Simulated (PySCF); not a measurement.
# C5H5Al: the cost of one run

Computed with PySCF 2.14.0, with density-fitted response routines of our own, on a single molecule in the gas phase. Atoms count from 0, in the outputs and in this text.

### 1 The starting structure

11 atoms, charge 0, multiplicity 1; geometry from: GFN2-xTB. The atoms were then displaced at random by about 0.01 Å, so the start is not that level's minimum.

Bonds of the start (Å): C0–C1 1.21, C1–Al2 1.95, Al2–C3 1.93, Al2–C4 1.96, C4–C5 1.20, C0–H6 1.07, C3–H7 1.10, C3–H8 1.09, C3–H9 1.12, C5–H10 1.06.

### 2 Relaxing the molecule at PBE0-D3(BJ)/def2-SVP

The job: settings as JSON, then the geometry in Å.

```
{"job": {"xc": "PBE0", "basis": "def2-SVP", "d3": "d3bj", "grid": 1, "shake": 0.01, "kind": "geom"}, "charge": 0, "multiplicity": 1}
C      1.706460     2.582800     0.409670
C      1.033220     1.597630     0.212380
Al    -0.043440    -0.002370    -0.103100
C     -1.963910     0.118780    -0.295690
C      0.882420    -1.725580    -0.213950
C      1.445620    -2.784090    -0.269010
H      2.261760     3.481480     0.573110
H     -2.462560    -0.853190    -0.157650
H     -2.304720     0.480420    -1.261880
H     -2.449360     0.802350     0.442730
H      1.932630    -3.724070    -0.312360
```

Command:

```sh
$ OMP_NUM_THREADS=1 python probes_run.py task.json out
```

One launch serves the whole session: the jobs run in the order shown.

**Question.** How long does this first job take on 1 thread of Arm Neoverse V1, shared host, and how much memory does it need?

About 24 s, with a peak of 0.46 GiB.
